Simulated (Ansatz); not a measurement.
# Ni: the cost of one run

All numbers are computed with Ansatz 0.2.0 through its Python package. Level of theory: DFT PBEsol, plane waves, PAW.

This is Ni in the hcp structure; at room conditions it is fcc.

**1. The structure**

The structure is hexagonal, space group P6_3/mmc (No. 194). Conventional cell: a = 2.448 Å, b = 2.448 Å, c = 4.073 Å, α = 90.00°, β = 90.00°, γ = 120.00°. Ni (site symmetry -6m2) has 12 Ni at 2.45 to 2.48 Å as nearest neighbours.

No structure file is read: the coordinates are typed or built in the script.

**2. The code**

Contents of vcrelax.py:

```python
"""Relax cell and ions of Ni."""

from dataclasses import dataclass

import ansatz as az
from ase.data import atomic_numbers
import matplotlib.pyplot as plt
import numpy as np
from pymatgen.core import Lattice, Structure
from pymatgen.io.ase import AseAtomsAdaptor
import spglib


@dataclass
class Options:
    filling: str = "fermi_dirac"
    smearing_width: float = 0.15
    functional: str = "pbesol"
    kgrid: tuple[int, ...] = (14, 14, 8)
    force_tol: float = 0.02


cfg = Options()

def edges_and_angles(cell):
    cell = np.asarray(cell)
    a, b, c = np.linalg.norm(cell, axis=1)
    cosines = cell[1] @ cell[2] / (b * c), cell[0] @ cell[2] / (a * c), cell[0] @ cell[1] / (a * b)
    return (a, b, c, *np.degrees(np.arccos(cosines)))

pmg_structure = Structure(
    Lattice([(2.448023, 0.0, 0.0), (-1.224011, 2.12005, 0.0), (0.0, 0.0, 4.072808)]),
    ["Ni", "Ni"],
    [
        (1 / 3, 2 / 3, 0.25),
        (2 / 3, 1 / 3, 0.75),
    ],
)
cell = az.Crystal.from_ase(AseAtomsAdaptor.get_atoms(pmg_structure)).moments(Ni=1.0)

# edges free, angles fixed
job = cell.calculation()
job = job.occupations(cfg.filling, width=cfg.smearing_width)
job = job.functional(cfg.functional).kpoints(*cfg.kgrid)
job = job.spin("collinear")
job = job.pseudopotentials("paw")
job = job.relax(force_tolerance=cfg.force_tol, max_steps=100, fix_cell=["angles"])
steps = []


def follow(event):
    if event["event"] != "relax_step":
        return
    row = event["data"]
    steps.append(row)
    print(f"step {row['step']:3d}  E = {row['lagrangian_ev']:.5f} eV  largest force component = {row['allowed_force_max_ev_ang']:.4f} eV/A  P = {row['pressure_gpa']:.3f} GPa")


outcome = job.session().plan(threads=1).execute(on_event=follow)
rep = outcome.report

first, last = steps[0], steps[-1]
symbols = [site.symbol for site in outcome.lattice.sites]
print(f"energy gained {first['lagrangian_ev'] - last['lagrangian_ev']:.4f} eV in {len(steps) - 1} steps")
for label, vectors in (("before", first["cell_ang"]), ("after", outcome.lattice.cell_ang)):
    print(label, "a b c (A) {:.4f} {:.4f} {:.4f}  angles {:.2f} {:.2f} {:.2f}".format(*edges_and_angles(vectors)), f" V = {abs(np.linalg.det(vectors)):.3f} A^3")
print("final stress xx yy zz (GPa, compression positive):", np.round(np.diag(rep["stress_gpa"]), 3) + 0.0)

fractions = [site.position_frac for site in outcome.lattice.sites]
numbers = [atomic_numbers[s] for s in symbols]
for tolerance in (1e-3, 1e-2, 1e-1):
    print(f"space group at {tolerance} A:", spglib.get_spacegroup((outcome.lattice.cell_ang, fractions, numbers), symprec=tolerance))

fig, (top, bottom) = plt.subplots(2, 1, sharex=True, figsize=(4.5, 4))
top.plot([s["lagrangian_ev"] - last["lagrangian_ev"] for s in steps], "o-")
top.set_ylabel("E - E(final) (eV)")
bottom.semilogy([max(s["allowed_force_max_ev_ang"], 1e-6) for s in steps], "s-")
bottom.set(xlabel="step", ylabel="largest force (eV/A)")
fig.tight_layout()
fig.savefig("relax.png", dpi=100)

n_atoms = len(rep["lattice"]["sites"])
print("F =", round(rep["free_energy_ev"], 4), "eV for", n_atoms, "atoms")
print("E(sigma -> 0) =", round(rep["energy_sigma0_ev"], 4), "eV, TS =", round(rep["entropy_ts_ev"], 5), "eV")
print("closed by", rep["closed_by"], "after", rep["n_iterations"], "iterations")
```

**3. The calls as engine input**

The package turns the script's settings into the engine's input:

```yaml
crystal:
  lattice:
    - [2.448023, 0.0, 0.0]
    - [-1.224011, 2.12005, 0.0]
    - [0.0, 0.0, 4.072808]
  atoms:
    - { symbol: Ni, position: [0.33333333333333337, 0.6666666666666666, 0.25] }
    - { symbol: Ni, position: [0.6666666666666666, 0.3333333333333333, 0.75] }
kpoints:
  mp_grid:
    grid: [14, 14, 8]
hamiltonian:
  xc: pbesol
  pseudopotentials:
    kind: paw
magnetization:
  spin_polarized: true
  per_species:
    Ni: 1.0
scf:
  occupations:
    method: fermi_dirac
    width: 0.15
relax:
  f_tol: 0.02
  max_steps: 100
  cell:
    fix: [angles]
```

**4. Running it**

Run with:

```console
$ python vcrelax.py
```

**Question.** How long does this script take on 1 thread of Arm Neoverse V1, shared host, and how much memory does it need?

About 1.8 min, with a peak of 0.65 GiB.
